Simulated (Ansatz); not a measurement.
# SiC: the cost of one run

Program: Ansatz 0.2.0. Level of theory: DFT PBE, scalar-relativistic, plane waves, PAW. These are calculated values, not measurements.

## (1) The starting structure

It takes space group F-43m (No. 216, cubic). The conventional cell has a = 4.354 Å, b = 4.354 Å, c = 4.354 Å, α = 90.00°, β = 90.00°, γ = 90.00°. Around Si (site symmetry -43m) lie 4 C at 1.89 Å. C (site symmetry -43m) is surrounded by 4 Si at 1.89 Å.

Coordinates:

```xyz
2
Lattice="0.0000 2.1770 2.1770 2.1770 0.0000 2.1770 2.1770 2.1770 0.0000" Properties=species:S:1:pos:R:3 pbc="T T T"
Si    3.2655    3.2655    3.2655
C     0.0000    0.0000    0.0000
```

Source of the structure: the Materials Project (structure only).

(A quick probe on a coarse mesh, which set the mesh and smearing, is not shown.)

## (3) The relaxation

Contents of input.yaml:

```yaml
crystal:
  lattice:
    - [0.0, 2.17699662, 2.17699662]
    - [2.17699662, 0.0, 2.17699662]
    - [2.17699662, 2.17699662, 0.0]
  atoms:
    - { symbol: Si, position: [0.75, 0.75, 0.75] }
    - { symbol: C, position: [0.0, 0.0, 0.0] }
basis:
  ecutwfc: 420
kpoints:
  mp_grid: { grid: [10, 10, 10] }
hamiltonian:
  xc: pbe
scf:
  occupations: { method: gaussian, width: 0.02 }
output:
  forces: true
  stress: true
  eigenvalues: true
relax:
  adjacent_minimum: "off"
  f_tol: 0.005
  max_steps: 80
  cell: { stress_tol: 0.05 }
```

Run with:

```sh
$ ansatz run input.yaml --threads 4 --pin off --max-ram 8192MiB --backend cpu --events-out ev --progress --plain --runs-dir out
```

Q: Estimate wall time and peak memory on 4 threads of AMD EPYC (Zen 3), shared host.

About 11 s, with a peak of 0.32 GiB.
